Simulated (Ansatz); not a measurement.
The system is SnTe3.

```
CELL_PARAMETERS angstrom
0.00000 3.86122 3.86122
3.86122 0.00000 3.86122
3.86122 3.86122 0.00000
ATOMIC_POSITIONS crystal
Te 0.50000 0.50000 0.50000
Te 0.75000 0.75000 0.75000
Te 0.25000 0.25000 0.25000
Sn 0.00000 0.00000 0.00000
```

The cell comes from a database or a generator and needn't be the stable form of this composition.

* Program: Ansatz 0.2.0
* Task: relaxation of cell and atoms
* Functional: PBEsol
* Dispersion: D4
* Potentials or basis: Ansatz PAW
* Cutoff: 420 eV (not typed: the program's choice for these potentials)
* k mesh: 6 × 6 × 6
* Occupations: fermi-dirac, width 0.05 eV
* Spin: no spin polarisation

At the start: volume 28.78 Å³/atom.

Problem. How do energy, volume and symmetry change on relaxing?

Solution. It ends after 5 steps and the volume is 26.36 Å³/atom (-8.4 %); space group Fm-3m (No. 225, to 0.05 Å).

The path:
| step | energy change (eV) | largest force (eV/Å) | volume (Å³) |
| --- | --- | --- | --- |
| 1 | 0.0000 | 0.0000 | 115.13 |
| 2 | -0.1322 | 0.0000 | 102.63 |
| 3 | -0.1456 | 0.0000 | 105.88 |
| 4 | -0.1461 | 0.0000 | 105.43 |
| 5 | -0.1441 | 0.0000 | 105.43 |

Final structure:
```cif
data_structure
_symmetry_space_group_name_H-M 'P 1'
_symmetry_Int_Tables_number 1
_cell_length_a 5.3027
_cell_length_b 5.3027
_cell_length_c 5.3027
_cell_angle_alpha 60.000
_cell_angle_beta 60.000
_cell_angle_gamma 60.000
_cell_volume 105.43
loop_
_atom_site_label
_atom_site_type_symbol
_atom_site_fract_x
_atom_site_fract_y
_atom_site_fract_z
_atom_site_occupancy
Te1 Te 0.50000 0.50000 0.50000 1
Te2 Te 0.75000 0.75000 0.75000 1
Te3 Te 0.25000 0.25000 0.25000 1
Sn1 Sn 0.00000 0.00000 0.00000 1
```

Caveat: the plane-wave basis is chosen anew once the cell has moved, so the energies of steps on either side of that aren't comparable; pairwise dispersion overbinds metals, which lowers pressure and volume; the PAW data sets come from PBE, with cores solved anew for the run's functional, which leaves a small shift of forces and pressure.
